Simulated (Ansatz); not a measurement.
# CH₅OSbTe: basis-set convergence

One table from this session's results is given with a row withheld; the runs are named, their logs left out.

Method: one geometry, several basis sets; program: Ansatz 0.2.0, Gaussian basis.

The runs, in order: PBE0-D4/def2-SVP; ωB97M-V/def2-SVP; PBE0-D4/def2-QZVPP; ωB97M-V/def2-QZVPP; the functionals' def2-TZVPP values are taken from earlier runs.

## The relaxed structure

The geometry comes from an earlier relaxation with PBE0-D4 in a triple-zeta def2 set; it is a stationary point, not always the lowest conformer. Sb, Te take the def2 core potential; no spin-orbit term is included.

SMILES `[CH3][Sb]([OH])[TeH]`, 9 atoms, charge 0, spin multiplicity 1.

Atoms are counted from 1 here; the program's logs count them from 0.

Bond lengths: C1–Sb2 2.139 Å, C1–H5 1.089 Å, C1–H6 1.090 Å, C1–H7 1.091 Å, Sb2–O3 1.973 Å, Sb2–Te4 2.774 Å, O3–H8 0.961 Å, Te4–H9 1.658 Å. Angles: Sb2–C1–H5 110.0°, Sb2–C1–H6 107.9°, Sb2–C1–H7 108.8°, H5–C1–H6 110.4°, H5–C1–H7 110.0°, H6–C1–H7 109.7°, C1–Sb2–O3 89.5°, C1–Sb2–Te4 96.0°, O3–Sb2–Te4 100.2°, Sb2–O3–H8 111.8°, Sb2–Te4–H9 92.0°.

As a file:

```
atom    x (Å)    y (Å)    z (Å)
  C1  -0.1003   0.8613  -1.0137
 Sb2  -0.0094  -1.2216  -0.5377
  O3   1.6799  -0.9093   0.4327
 Te4  -1.8126  -1.1147   1.5675
  H5  -1.1167   1.1362  -1.2933
  H6   0.2159   1.4203  -0.1336
  H7   0.5810   1.0627  -1.8413
  H8   2.0070  -1.7127   0.8464
  H9  -1.3564   0.4316   1.9560
```

The first run:

in.yaml reads:

```yaml
crystal:
  periodic: [false, false, false]
  atoms:
    - {symbol: C, position_ang: [-0.100292, 0.861294, -1.013743]}
    - {symbol: Sb, position_ang: [-0.009380, -1.221601, -0.537747]}
    - {symbol: O, position_ang: [1.679874, -0.909281, 0.432694]}
    - {symbol: Te, position_ang: [-1.812563, -1.114725, 1.567475]}
    - {symbol: H, position_ang: [-1.116681, 1.136152, -1.293338]}
    - {symbol: H, position_ang: [0.215935, 1.420288, -0.133555]}
    - {symbol: H, position_ang: [0.581023, 1.062651, -1.841286]}
    - {symbol: H, position_ang: [2.006986, -1.712728, 0.846395]}
    - {symbol: H, position_ang: [-1.356403, 0.431649, 1.956008]}
basis:
  gaussian: {orbitals: def2-SVP}
hamiltonian: {xc: pbe0, dispersion: d4}
output: {orbitals: {seedname: orbitals}}
```

Command:

```sh
ansatz run in.yaml --threads 4 --pin off --events-out ev --progress --plain --max-ram 10444MiB
```

Steps of the session up to this table: PBE0-D4 in def2-SVP; ωB97M-V in def2-SVP; PBE0-D4 in def2-QZVPP; ωB97M-V in def2-QZVPP.

One of the session's tables, all rows but one given; the rest of the session is left out.

It belongs to the step «Density functionals: the series». 

| functional | basis | HOMO (eV) |
| --- | --- | --- |
| PBE0-D4 | def2-SVP | -6.29 |
| PBE0-D4 | def2-TZVPP | -6.42 |
| PBE0-D4 | def2-QZVPP | -6.45 |
| ωB97M-V | def2-SVP | -8.33 |
| ωB97M-V | def2-TZVPP | ? |
| ωB97M-V | def2-QZVPP | -8.52 |

**Question.** Estimate the row for ωB97M-V, def2-TZVPP.

**Answer.** HOMO (eV): -8.48. In the column «HOMO (eV)» it lies between ωB97M-V, def2-QZVPP (-8.52) and ωB97M-V, def2-SVP (-8.33).
